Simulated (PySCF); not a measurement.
# C8H13NSi: the cost of one run

Programs: PySCF 2.14.0, with density-fitted response routines of our own. Each step states its level of theory. These are calculated values for one molecule, in the gas phase or a continuum, unless marked as measured. Atoms are numbered from 0 throughout.

## 1. The starting structure

23 atoms, charge 0, multiplicity 1; geometry from: GFN2-xTB. The atoms were then displaced at random by about 0.01 Å, so the start is not that level's minimum.

Bonds of the start (Å): C0–Si1 1.90, Si1–C2 1.91, Si1–C3 1.91, Si1–C4 1.91, C4–C5 1.40, C5–C6 1.40, C6–C7 1.38, C7–C8 1.40, C8–N9 1.32, N9–C4 1.33, C0–H10 1.06, C0–H11 1.09, C0–H12 1.13, C2–H13 1.08, C2–H14 1.09, C2–H15 1.08, C3–H16 1.12, C3–H17 1.06, C3–H18 1.07, C5–H19 1.09, C6–H20 1.06, C7–H21 1.08, C8–H22 1.08.

## 2. Relaxing the molecule at PBE0-D3(BJ)/def2-SVP

The job: settings as JSON, then the geometry in Å.

```
{"job": {"xc": "PBE0", "basis": "def2-SVP", "d3": "d3bj", "grid": 1, "shake": 0.01, "kind": "geom"}, "charge": 0, "multiplicity": 1}
C     -2.088800    -1.160270    -1.002770
Si    -1.204670     0.183950     0.010140
C     -1.761630     0.110590     1.833120
C     -1.499560     1.938020    -0.688400
C      0.669340    -0.174400    -0.065790
C      1.646780     0.820240     0.066010
C      2.996980     0.455800     0.039300
C      3.328440    -0.874550    -0.120170
C      2.271360    -1.785150    -0.212700
N      0.996390    -1.453140    -0.190830
H     -1.741110    -2.125720    -0.757120
H     -1.963920    -0.980970    -2.065910
H     -3.204830    -1.113310    -0.817450
H     -2.827660     0.272700     1.950730
H     -1.243150     0.856260     2.440840
H     -1.507830    -0.842530     2.278080
H     -2.596780     2.132060    -0.775960
H     -1.104850     2.065780    -1.665500
H     -1.125000     2.702000    -0.040540
H      1.334500     1.854990     0.190690
H      3.746350     1.206210     0.127430
H      4.348760    -1.227830    -0.152820
H      2.478580    -2.837200    -0.377540
```

The run is started by

```
$ OMP_NUM_THREADS=1 python probes_run.py task.json out
```

The driver reads the jobs from task.json and runs them one after another.

Q: Estimate the wall time and peak memory of this first job on 1 thread of Intel Xeon Platinum 8488C, shared host.

About 4.6 min, with a peak of 0.93 GiB.
